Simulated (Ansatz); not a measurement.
# B (diamond type): how the settings move a single-point run

Aim: see which settings change the result for B (diamond type), by how much, and at what cost.

Program: Ansatz 0.2.0. Level of theory: reference: DFT, PBEsol, all-electron LAPW, scalar-relativistic. These are calculated values, not measurements.

## (1) The structure to begin with

The structure is cubic, space group Fd-3m (No. 227). The conventional cell has a = 3.892 Å, b = 3.892 Å, c = 3.892 Å, α = 90.00°, β = 90.00°, γ = 90.00°. B (site symmetry -43m) is surrounded by 4 B at 1.69 Å.

Structure file:

```xyz
2
Lattice="0.0000 1.9461 1.9461 1.9461 0.0000 1.9461 1.9461 1.9461 0.0000" Properties=species:S:1:pos:R:3 pbc="T T T"
B    -0.4865   -0.4865   -0.4865
B     0.4865    0.4865    0.4865
```

## (2) The reference run

input.yaml

```yaml
crystal:
  lattice:
    - [0.0, 1.9461445962, 1.9461445962]
    - [1.9461445962, 0.0, 1.9461445962]
    - [1.9461445962, 1.9461445962, 0.0]
  atoms:
    - { symbol: B, position: [-0.125, -0.125, -0.125] }
    - { symbol: B, position: [0.125, 0.125, 0.125] }
kpoints:
  mp_grid: { grid: [18, 18, 18] }
  band_path:
    path:
      - [0.0, 0.0, 0.0]
      - [0.5, 0.0, 0.5]
      - [0.625, 0.25, 0.625]
      - [0.375, 0.375, 0.75]
      - [0.0, 0.0, 0.0]
      - [0.5, 0.5, 0.5]
      - [0.5, 0.25, 0.75]
      - [0.5, 0.0, 0.5]
    npoints: 8
scf:
  occupations: { method: fermi_dirac, width: 0.05 }
hamiltonian:
  xc: pbesol
  pseudopotentials: { kind: all_electron, lapw: { basis_error: 0.001 } }
output:
  forces: true
  stress: true
  eigenvalues: true
  populations: true
  dos: { projected: true, de: 0.2, e_range: [-14, 8] }
```

Launch:

```bash
> ansatz run input.yaml --threads 1 --pin off --max-ram 2048MiB --backend cpu --events-out ev --progress --plain --runs-dir out
```

## (3) Changing settings: occupations.method gaussian, occupations.width 0.15, n_extra_bands 8

Changes to input.yaml since step 2:

```diff
@@ -22,3 +22,4 @@
 scf:
-  occupations: { method: fermi_dirac, width: 0.05 }
+  occupations: { method: gaussian, width: 0.15 }
+  n_extra_bands: 8
 hamiltonian:
@@ -31,2 +32 @@
   populations: true
-  dos: { projected: true, de: 0.2, e_range: [-14, 8] }
```

What does the calculation give? Wanted: for each run, ending; energy change; pressure; gap; force.

**Answer**, as computed:

```csv
run,ending,energy change,pressure (GPa),gap (eV),force (eV/Å),cycles,time
reference,converged,0,23.2,0.00,0.00,5,8.4 s
"1: occupations.method gaussian, occupations.width 0.15, n_extra_bands 8",converged,-0.1 meV/atom (σ→0),23.2,0.00,0.00,5,10 s
```

Times don't compare one to one where runs were asked for different outputs or read a saved state (see the inputs); cycles may leave out searches for a lower state.

Residual by cycle in the longest SCF loop of each run; runs are numbered as in the table. The quantity is the density residual dr2, in eV.

```csv
cycle,reference,run 1
1,0.613,0.614
2,0.0885,0.0882
3,1.0e-4,1.1e-4
4,3.7e-7,4.6e-7
5,2.4e-9,1.9e-9
```

What this shows: Changing the smearing and band count leaves the energy as it was (-0.1 meV/atom). The structure is not at rest: the sound run finds 23 GPa, so these are no properties of the relaxed crystal. 
